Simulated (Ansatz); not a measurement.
# AlBrH2N radical: up Jacob's ladder to CCSD(T)

How much do the methods differ for AlBrH2N radical? The plan is to run it at one geometry with functionals of several rungs and with coupled cluster. The yardstick is the atomisation energy at the CCSD(T) limit.

The runs use Ansatz 0.2.0, Gaussian basis; functionals in def2-TZVPP, the program's frozen cores in correlated methods.

The runs, in order: LDA (SPW92), PBE-D4, revPBE-D4, BLYP-D4, r2SCAN-D4, B97M-V, PBE0-D4, B3LYP-D4, r2SCANh-D4, r2SCAN0-D4, HSE06-D4, BHLYP-D4, CAM-B3LYP-D4, LC-ωPBE, ωB97X-V, ωB97M-V, B2PLYP, PBE-QIDH; CCSD(T)/def2-SVP; CCSD(T)/def2-TZVPP; CCSD(T)/def2-QZVPP; extrapolation to the limit; RPA on PBE.

**1. The geometry**

An earlier PBE0-D4 in a triple-zeta def2 set relaxation fixed the geometry.

SMILES `[NH2][Al][Br]`, 5 atoms, charge 0, spin multiplicity 2.

Atoms are counted from 1 here; the program's logs count them from 0.

Bond lengths: N1–Al2 1.765 Å, N1–H4 1.009 Å, N1–H5 1.007 Å, Al2–Br3 2.281 Å. Angles: Al2–N1–H4 124.1°, Al2–N1–H5 124.9°, H4–N1–H5 110.9°, N1–Al2–Br3 116.6°.

As a file:

```xyz
5

N    -0.5130    0.4228   -0.4180
Al    0.0800   -1.1686    0.0635
Br    1.8860   -1.2072    1.4558
H    -0.1043    1.2944   -0.1165
H    -1.2989    0.5851   -1.0262
```

**2. LDA**

This LDA is Slater exchange with PW92 correlation.

The input, in.yaml:

```yaml
crystal:
  periodic: [false, false, false]
  atoms:
    - {symbol: N, position_ang: [-0.512957, 0.422764, -0.418018]}
    - {symbol: Al, position_ang: [0.080005, -1.168624, 0.063459]}
    - {symbol: Br, position_ang: [1.885954, -1.207218, 1.455771]}
    - {symbol: H, position_ang: [-0.104257, 1.294409, -0.116495]}
    - {symbol: H, position_ang: [-1.298946, 0.585070, -1.026216]}
basis:
  gaussian: {orbitals: def2-TZVPP}
magnetization: {spin_polarized: true, initial_magnetization: 1}
hamiltonian: {xc: lda}
output: {orbitals: {seedname: orbitals}}
```

Run with:

```sh
$ ansatz run in.yaml --threads 2 --pin off --events-out ev --progress --plain --max-ram 32768MiB --backend cpu
```

Further steps of the session: PBE-D4 (GGA); revPBE-D4 (GGA); BLYP-D4 (GGA); r2SCAN-D4 (meta-GGA); B97M-V (meta-GGA); B3LYP-D4 (hybrid); r2SCANh-D4 (hybrid); r2SCAN0-D4 (hybrid); HSE06-D4 (hybrid); BHLYP-D4 (hybrid); CAM-B3LYP-D4 (range-separated); LC-ωPBE (range-separated); ωB97X-V (range-separated); ωB97M-V (range-separated); B2PLYP (double hybrid); PBE-QIDH (double hybrid); CCSD(T) in def2-SVP; CCSD(T) in def2-TZVPP; CCSD(T) in def2-QZVPP; RPA on PBE orbitals.

**Question.** What will the summary of the whole plan be? Wanted: atomisation energy, CCSD(T)/CBS; farthest beyond LDA; mean size of error, GGA; mean size of error, meta-GGA; mean size of error, hybrid; mean size of error, range-separated; mean size of error, double hybrid; gap, smallest and largest; T1 diagnostic.

**Answer**, as computed:

| quantity | value |
| --- | --- |
| atomisation energy, CCSD(T)/CBS | 1487.7 kJ/mol |
| functionals within 14.9 kJ/mol (1.0 %) | BLYP-D4, r2SCAN-D4, B97M-V, PBE0-D4, B3LYP-D4, r2SCANh-D4, HSE06-D4, CAM-B3LYP-D4, LC-ωPBE, ωB97X-V, ωB97M-V |
| farthest beyond LDA | BHLYP-D4 (-56.9 kJ/mol) |
| mean size of error, GGA | 16.5 kJ/mol |
| mean size of error, meta-GGA | 8.2 kJ/mol |
| mean size of error, hybrid | 18.6 kJ/mol |
| mean size of error, range-separated | 9.5 kJ/mol |
| mean size of error, double hybrid | 23.2 kJ/mol |
| gap, smallest and largest | 1.00 eV (B97M-V), 8.08 eV (LC-ωPBE) |
| T1 diagnostic | 0.0107 |
| triples share of the correlation energy | 3.5 % |

What this shows: LDA overbinds by 206.4 kJ/mol (14 %). PBE-D4 is off by +22.7 kJ/mol. Double hybrids carry the basis error of their MP2 part in triple zeta, and no dispersion term here, so their miss is partly the set-up's. The rungs meta-GGA, range-separated miss on average by less than the doubt on the reference (14.9 kJ/mol), so they tie. Misses under about 14.9 kJ/mol are within the doubt on the reference itself, which lacks core-valence correlation, relativity and higher excitations, and its outer-core shells are covered unevenly. All levels share the lack of spin-orbit coupling, which lowers the free heavy atoms and so the true binding. Hartree-Fock recovers 69 % of the binding; the rest is correlation. CCSD(T) in def2-SVP is off by -137.4 kJ/mol, worse than the median functional, from the basis alone. The gap grows from 1.0 to 8.1 eV across the functionals, mostly with the share of exact exchange. Correlated methods include outer-core shells of Br, which these sets cover unevenly.
